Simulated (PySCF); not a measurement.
**AsOOH: structure of the singlet**

Aim: relax AsOOH as a singlet from a linear start, check by its vibrations whether the end is a minimum, and collect its spectrum and constants.

Method: PBE0, basis As def2-TZVP, O def2-TZVP, H def2-TZVP, no relativity, density fitting; program: PySCF 2.14.0.

## 1. The system as given

4 atoms, charge 0, spin multiplicity 1.

Bond lengths: As1–O2 1.710 Å, As1–O3 1.840 Å, O3–H4 0.960 Å. Angles: O2–As1–O3 180.0°, As1–O3–H4 130.0°.

```xyz
4
charge 0 multiplicity 1
As    0.0000    0.0000    0.0000
O     0.0000    0.0000    1.7100
O     0.0000    0.0000   -1.8400
H     0.7354    0.0000   -2.4571
```

## 2. The SCF at the typed geometry

One driver script runs all steps and calls PySCF; scf.py shows how it sets up the SCF of each step. The optimiser is the driver's own. After this first run the driver tries any further starts and a stability analysis.

Input file scf.py:

```python
from pyscf import gto, scf, dft
mol = gto.M(atom='''
As     0.000000     0.000000     0.000000
O      0.000000     0.000000     1.710000
O      0.000000     0.000000    -1.840000
H      0.735400     0.000000    -2.457100''',
    basis={'As': 'def2-TZVP', 'O': 'def2-TZVP', 'H': 'def2-TZVP'},
    charge=0, spin=0)
mf = dft.RKS(mol, xc='PBE0')
mf.grids.atom_grid = (50, 194)
aux = {'As': 'def2-universal-JKFIT', 'O': 'def2-universal-JKFIT', 'H': 'def2-universal-JKFIT'}
mf = mf.density_fit(auxbasis=aux)
mf.conv_tol = 1e-08
mf.diis_space = 10
mf.max_cycle = 60
mf.init_guess = 'minao'
mf.verbose = 4
mf.kernel()
```

Command:

```
> OMP_NUM_THREADS=4 python axn.py task.json out
```

Further steps of the session: Relaxing the singlet from the linear start; Frequencies.

Q: Predict the outcome of this session. Wanted: minimum; geometry; wavenumbers; dipole moment; highest occupied, lowest empty level; polar-tensor charge of As1; zero-point energy; atomisation energy.

**Answer**, as computed:

| quantity | value |
| --- | --- |
| minimum | singlet, Cs |
| geometry | As–O 1.612 Å, As–O 1.765 Å, O–H 0.968 Å; As–O–H 109.7°, O–As–O 105.6° |
| wavenumbers (cm⁻¹) | 305 (a'), 542 (a''), 709 (a'), 925 (a'), 1035 (a'), 3790 (a') |
| dipole moment | 1.63 D |
| highest occupied, lowest empty level | -8.34, -2.77 eV |
| polar-tensor charge of As1 | +1.10 e |
| zero-point energy | 43.7 kJ/mol |
| entropy at 298.15 K | 275.0 J/(mol K) |
| atomisation energy (no zero-point energy) | 1292 kJ/mol |

The molecule stays Cs, as typed, and the end point is a minimum. The strongest infrared band lies at 542 cm⁻¹ (a''). Other starts or spin states, not run here, may lie lower.
